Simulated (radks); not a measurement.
**The Coulomb parameter U of the 3d shell of Ni**

The task here is to estimate one member of a computed series from the others.

The numbers are computed with radks (a radial shooting solver on a logarithmic mesh, Libxc functionals) version 1 (scalar-relativistic Kohn-Sham, PBE, spin-unpolarised, spherical densities, point nucleus), except any that are marked as measured or tabulated.

### Starting point

```
element       : nickel (Z = 28)
charge        : 0
electrons     : 28
configuration : [Ar] 3d7 4s2 4p1
```

The outer shells:

Ni
```
[Ar] core
3d [↑↓][↑↓][↑ ][↑ ][↑ ]
4s [↑↓]
4p [↑ ][  ][  ]
```

Set-up of the first run:

The run's settings:

```text
Z 28
configuration [Ar] 3d7 4s2 4p1
relativity scalar-relativistic
functional pbe,pbe
spin unpolarised
nucleus point
c 137.035999084
```

Steps of the session up to this table: Start: [Ar] 3d7 4s2 4p1.

One of the session's tables, all rows but one given; the rest of the session is left out.

It belongs to the step «Start: [Ar] 3d7 4s2 4p1». From the orbitals of this run (lengths in bohr):

| level | <r> | outermost maximum (interpolated) | 90 % within | nodes |
| --- | --- | --- | --- | --- |
| 1s | 0.05409 | 0.0354 | 0.0966 | 0 |
| 2s | 0.2449 | 0.205 | 0.379 | 1 |
| 2p | ? | ? | ? | ? |
| 3s | 0.7356 | 0.638 | 1.10 | 2 |
| 3p | 0.7705 | 0.645 | 1.19 | 1 |
| 3d | 0.9304 | 0.620 | 1.60 | 0 |
| 4s | 2.551 | 2.09 | 3.87 | 3 |
| 4p | 3.576 | 2.72 | 5.68 | 2 |

Q: Estimate the row for 2p from the others.

As computed: <r>: 0.2153; outermost maximum (interpolated): 0.165; 90 % within: 0.352; nodes: 0. In the column «<r>» it lies between 1s (0.05409) and 2s (0.2449).
